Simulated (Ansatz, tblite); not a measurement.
# Phenacyltetrahydrothiophenium tetrafluoroborate (C₁₂H₁₅BF₄OS): which spin state is lowest

Is the singlet the ground state of phenacyltetrahydrothiophenium tetrafluoroborate (C₁₂H₁₅BF₄OS)? Other spin states are computed and compared level by level.

Program: Ansatz 0.2.0, Gaussian basis. Level of theory: as each input shows. These are calculated values, not measurements.

Plan: triplet, at the geometry of the singlet (GFN1-xTB, GFN2-xTB, PBE0-D4/def2-TZVP, PBE-D4/def2-TZVP); the singlet's energies come from earlier runs.

**1. The relaxed structure**

The singlet was relaxed beforehand with PBE-D4/def2-SVP.

SMILES `F[B-](F)(F)F.O=C(C[S+]1CCCC1)c1ccccc1`, 34 atoms, charge 0, spin multiplicity 1.

Bond lengths: F1–B2 1.465 Å, B2–F3 1.416 Å, B2–F4 1.417 Å, B2–F5 1.374 Å, O6–C7 1.228 Å, C7–C8 1.529 Å, C7–C14 1.488 Å, C8–S9 1.842 Å, C8–H20 1.109 Å, C8–H21 1.110 Å, S9–C10 1.848 Å, S9–C13 1.855 Å, C10–C11 1.530 Å, C10–H22 1.107 Å, C10–H23 1.111 Å, C11–C12 1.534 Å, C11–H24 1.113 Å, C11–H25 1.108 Å and more. Angles: F1–B2–F3 106.7°, F1–B2–F4 106.5°, F1–B2–F5 109.4°, F3–B2–F4 108.7°, F3–B2–F5 112.5°, F4–B2–F5 112.7°, O6–C7–C8 118.9°, O6–C7–C14 122.6°, C8–C7–C14 118.5°, C7–C8–S9 108.6°, C7–C8–H20 111.6°, C7–C8–H21 111.7°, S9–C8–H20 106.3°, S9–C8–H21 110.7°, H20–C8–H21 107.8°, C8–S9–C10 98.0°, C8–S9–C13 100.6°, C10–S9–C13 94.5° and more.

**2. Triplet at the fixed geometry, GFN1-xTB**

Tight binding, by tblite at 300 K electronic temperature and without a spin-polarisation term:

```python
tblite.interface.Calculator('GFN1-xTB', numbers, positions, charge=0, uhf=2).singlepoint()
```

Energy -1736.6879 eV; 0.12 s.

**3. Triplet at the fixed geometry, GFN2-xTB**

Tight binding, by tblite at 300 K electronic temperature and without a spin-polarisation term:

```python
tblite.interface.Calculator('GFN2-xTB', numbers, positions, charge=0, uhf=2).singlepoint()
```

Energy -1655.6019 eV; 0.081 s.

**4. Triplet at the fixed geometry, PBE0-D4/def2-TZVP**

in.yaml reads:

```yaml
crystal:
  periodic: [false, false, false]
  atoms:
    - {symbol: F, position_ang: [-3.219029, 2.164946, -0.396286]}
    - {symbol: B, position_ang: [-4.628050, 1.785660, -0.267838]}
    - {symbol: F, position_ang: [-4.930011, 0.958254, -1.376107]}
    - {symbol: F, position_ang: [-4.730217, 1.014652, 0.916671]}
    - {symbol: F, position_ang: [-5.403297, 2.918990, -0.231546]}
    - {symbol: O, position_ang: [1.301117, 1.693453, 0.234474]}
    - {symbol: C, position_ang: [1.420857, 0.515914, 0.561447]}
    - {symbol: C, position_ang: [0.194647, -0.395517, 0.501747]}
    - {symbol: S, position_ang: [-1.295073, 0.642740, 0.191010]}
    - {symbol: C, position_ang: [-2.506152, -0.724735, -0.088556]}
    - {symbol: C, position_ang: [-2.389508, -1.099604, -1.567054]}
    - {symbol: C, position_ang: [-2.144969, 0.197442, -2.349128]}
    - {symbol: C, position_ang: [-1.079247, 1.015187, -1.613822]}
    - {symbol: C, position_ang: [2.716270, -0.063404, 1.009687]}
    - {symbol: C, position_ang: [3.832367, 0.800378, 1.079464]}
    - {symbol: C, position_ang: [5.074838, 0.312192, 1.492986]}
    - {symbol: C, position_ang: [5.217275, -1.043647, 1.838486]}
    - {symbol: C, position_ang: [4.114466, -1.910591, 1.769565]}
    - {symbol: C, position_ang: [2.867143, -1.424083, 1.358259]}
    - {symbol: H, position_ang: [0.019878, -0.907449, 1.470224]}
    - {symbol: H, position_ang: [0.299965, -1.175420, -0.281177]}
    - {symbol: H, position_ang: [-2.257988, -1.537083, 0.621720]}
    - {symbol: H, position_ang: [-3.483168, -0.278179, 0.193695]}
    - {symbol: H, position_ang: [-1.567274, -1.832461, -1.724883]}
    - {symbol: H, position_ang: [-3.333194, -1.582072, -1.891470]}
    - {symbol: H, position_ang: [-3.090602, 0.771080, -2.371179]}
    - {symbol: H, position_ang: [-1.813324, -0.001392, -3.388409]}
    - {symbol: H, position_ang: [-0.034825, 0.747323, -1.862470]}
    - {symbol: H, position_ang: [-1.218698, 2.107136, -1.695352]}
    - {symbol: H, position_ang: [3.689026, 1.855167, 0.802243]}
    - {symbol: H, position_ang: [5.940674, 0.988781, 1.548722]}
    - {symbol: H, position_ang: [6.195703, -1.427721, 2.164866]}
    - {symbol: H, position_ang: [4.228093, -2.970944, 2.039987]}
    - {symbol: H, position_ang: [2.012336, -2.114982, 1.310044]}
basis:
  gaussian: {orbitals: def2-TZVP, fitting: {mean_field: def2-universal-jkfit}}
magnetization: {spin_polarized: true, initial_magnetization: 2}
hamiltonian: {xc: pbe0, dispersion: d4}
scf: {omitted_lower_state_checks: [starts]}
output: {orbitals: {seedname: orbitals}}
```

Command:

```bash
$ ansatz run in.yaml --threads 2 --pin off --events-out ev --progress --plain --max-ram 31744MiB --backend cuda --devices 0, --max-vram 18GiB
```

The log of the run:

```text
Functional definition: PBE0
  name "PBE0"
  cite "Adamo & Barone, J. Chem. Phys. 110, 6158 (1999) doi:10.1063/1.478522"
  cite "Perdew, Burke & Ernzerhof, Phys. Rev. Lett. 77, 3865 (1996) doi:10.1103/PhysRevLett.77.3865"
  parent pbe
  parameter a = 0.25
  parameter kappa = 0.804
  parameter beta = 0.06672455060314922
  exchange = (1 - a)*pbe_x(kappa = kappa, mu = beta*pi^2/3) + a*exact_x
  correlation = pbe_c(beta = beta)
these checks for a lower state are left out or cut short: starts
1758 factors; integrals over basis functions are off by at most 1.6e0 eV
mean field evaluation 1: about -37061.5927 eV, gradient 8.4e1 eV
mean field evaluation 2: about -36811.5644 eV, gradient 2.1e2 eV
mean field evaluation 4: about -37082.5703 eV, gradient 4.0e1 eV
mean field evaluation 8: about -37095.1497 eV, gradient 1.7e0 eV
mean field evaluation 16: about -37095.1707 eV, gradient 5.5e-2 eV
mean field evaluation 32: about -37095.1716 eV, gradient 5.3e-4 eV
mean field -37095.17164454 eV, -1363.2224139264 hartree, gradient 1.4e-5 eV, S^2 2.039277; 0 other end points of the search recorded, 0 dependent functions left out
reference -37095.17170208 eV, -1363.2224160408 hartree; 77, 75 occupied and 608, 610 virtual orbitals, 1758 factors
Total energy: -37096.16377119 eV, -1363.2588739084 hartree
Checks for a lower state left out: starts
```

Wall time 7.5 s (1 × H100 (card shared with other runs) with 2 threads of AMD EPYC 7R13, shared host); peak host memory 1.4 GiB.

From the report: HOMO -5.05 eV, LUMO -6.29 eV (over both spins; with the spin held, an empty level of the minority spin lies below the top filled one); ⟨S²⟩ 2.039 (pure: 2.00).

**5. Triplet at the fixed geometry, PBE-D4/def2-TZVP**

start.molden holds the orbitals of an earlier run on this state, given as this run's starting guess.

Changes to in.yaml since step 4:

```diff
@@ -38,5 +38,5 @@
 basis:
-  gaussian: {orbitals: def2-TZVP, fitting: {mean_field: def2-universal-jkfit}}
+  gaussian: {orbitals: def2-TZVP, fitting: {mean_field: def2-universal-jkfit}, initial_orbitals: start.molden}
 magnetization: {spin_polarized: true, initial_magnetization: 2}
-hamiltonian: {xc: pbe0, dispersion: d4}
+hamiltonian: {xc: pbe, dispersion: d4}
 scf: {omitted_lower_state_checks: [starts]}
```

The command is unchanged.

The log of the run:

```text
Functional definition: PBE
  name "PBE"
  cite "Perdew, Burke & Ernzerhof, Phys. Rev. Lett. 77, 3865 (1996) doi:10.1103/PhysRevLett.77.3865"
  parent pbe
  parameter kappa = 0.804
  parameter beta = 0.06672455060314922
  exchange = pbe_x(kappa = kappa, mu = beta*pi^2/3)
  correlation = pbe_c(beta = beta)
these checks for a lower state are left out or cut short: starts
1758 factors; integrals over basis functions are off by at most 1.6e0 eV
mean field evaluation 1: about -37092.4045 eV, gradient 1.4e1 eV
mean field evaluation 2: about -37092.8542 eV, gradient 5.1e-1 eV
mean field evaluation 4: about -37092.8658 eV, gradient 4.8e0 eV
mean field evaluation 8: about -37093.0854 eV, gradient 6.4e-2 eV
mean field evaluation 16: about -37093.0858 eV, gradient 1.2e-4 eV
mean field -37093.08581301 eV, -1363.1457610316 hartree, gradient 2.4e-6 eV, S^2 2.007416; 0 other end points of the search recorded, 0 dependent functions left out
reference -37093.08589181 eV, -1363.1457639274 hartree; 77, 75 occupied and 608, 610 virtual orbitals, 1758 factors
Total energy: -37094.24076273 eV, -1363.1882046507 hartree
Checks for a lower state left out: starts
```

It took 9.5 s on 1 × H100 (card shared with other runs) with 2 threads of AMD EPYC 7R13, shared host; peak host memory 1.3 GiB.

HOMO -3.97 eV, LUMO -6.99 eV (over both spins; with the spin held, an empty level of the minority spin lies below the top filled one); ⟨S²⟩ 2.007 (pure: 2.00).

**6. Triplet less singlet, vertical**

The singlet's energies are those of its earlier runs, whose logs aren't repeated here.

| level | triplet less singlet, vertical (eV) | time |
| --- | --- | --- |
| GFN1-xTB | +3.292 | 0.17 s |
| GFN2-xTB | +3.177 | 0.12 s |
| PBE-D4/def2-TZVP | +3.205 | 14 s |
| PBE0-D4/def2-TZVP | +3.461 | 10 s |

Times add the two runs; a level without a time comes out of a correlated run. Tight binding without a spin term can't rank spin states.

**7. Summary of results**

| quantity | value |
| --- | --- |
| triplet less singlet, vertical, functionals in def2-TZVP | +3.205 (PBE-D4) to +3.461 eV (PBE0-D4) |

What this shows: All functionals put the triplet above the singlet, over a spread of 0.257 eV. The checks for a lower triplet were left out, so another state of that spin may lie lower. These are electronic energies, without zero-point motion, entropy or surroundings.
